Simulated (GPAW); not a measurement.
Set up this calculation in GPAW 26.7.0, as an ASE script.

```
Task                : band structure
Functional          : LDA
Potentials or basis : the program's PAW data sets (release 1.2.1) made for this functional
Cutoff              : 800 eV
Basis               : pw
k mesh              : 5 × 3 × 3
Occupations         : fermi-dirac, width 0.05 eV
Spin                : no spin polarisation
Maxiter             : 150
Band path           : GXSRAZGYX1A1TY,ZT
Band points         : 80
```

Crystal: Mg6SiB.

```
CELL_PARAMETERS angstrom
3.97571 0.00000 0.00000
0.00000 3.89167 4.93801
0.00000 -3.89167 4.93801
ATOMIC_POSITIONS crystal
Si 0.00000 0.94650 0.94650
Mg 0.50000 0.14036 0.14036
Mg 0.50000 0.10223 0.66365
Mg 0.50000 0.66365 0.10223
Mg 0.00000 0.37137 0.37137
Mg 0.00000 0.44420 0.81361
Mg 0.00000 0.81361 0.44420
B 0.50000 0.51809 0.51809
```

The cell comes from a database or a generator and needn't be the stable form of this composition.

One way to write it, as run:

run.py

```python
from ase import Atoms
from ase.dft.bandgap import bandgap
from ase.io import write
from ase.units import GPa
from gpaw import GPAW, PW

atoms = Atoms(['Si', 'Mg', 'Mg', 'Mg', 'Mg', 'Mg', 'Mg', 'B'],
              cell=[[3.975708, 0.0, 0.0],
                    [0.0, 3.89167, 4.938007],
                    [0.0, -3.89167, 4.938007]],
              scaled_positions=[[0.0, 0.946496, 0.946496],
                                [0.5, 0.140363, 0.140363],
                                [0.5, 0.102227, 0.663645],
                                [0.5, 0.663645, 0.102227],
                                [0.0, 0.371365, 0.371365],
                                [0.0, 0.444203, 0.813606],
                                [0.0, 0.813606, 0.444203],
                                [0.5, 0.518093, 0.518093]],
              pbc=True)

calc = GPAW(mode=PW(800),
            xc='LDA',
            kpts={'size': (5, 3, 3), 'gamma': True},
            occupations={'name': 'fermi-dirac', 'width': 0.05},
            nbands=54,
            convergence={'density': 1e-05, 'energy': 1e-05},
            maxiter=150,
            txt='gpaw.txt')
atoms.calc = calc
energy = atoms.get_potential_energy()
forces = atoms.get_forces()
stress = atoms.get_stress()
calc.write('gs.gpw')
write('result.traj', atoms)
print(f'Energy: {energy:.6f} eV')
print('Forces (eV/A):')
print(forces.round(4))
print('Stress (GPa):', (stress / GPa).round(3))
print('Fermi level:', round(calc.get_fermi_level(), 4), 'eV')
print(f'Gap: {bandgap(calc)[0]:.4f} eV, direct: {bandgap(calc, direct=True)[0]:.4f} eV')

path = atoms.cell.bandpath('GXSRAZGYX1A1TY,ZT', npoints=80, eps=1e-4)
bs_calc = calc.fixed_density(kpts=path, symmetry='off', nbands=83,
                             convergence={'bands': 'CBM+6.0', 'eigenstates': 1e-6}, txt='bands.txt')
bs = bs_calc.band_structure()
bs.write('bs.json')
print(f'Gap on the path: {bandgap(bs_calc)[0]:.4f} eV')
```

Potentials or basis: the program's PAW data sets (release 1.2.1) made for this functional, pw.

Command:

```console
$ OMP_NUM_THREADS=1 python run.py
```

Results of the run:

The pressure is -3.1 GPa and the largest force is 0.123 eV/Å. The band gap along the path is none (metal or under the smearing width).

Wall time 9.1 min on 1 thread of Arm Neoverse V2, on a shared host, peak memory 1.4 GiB.
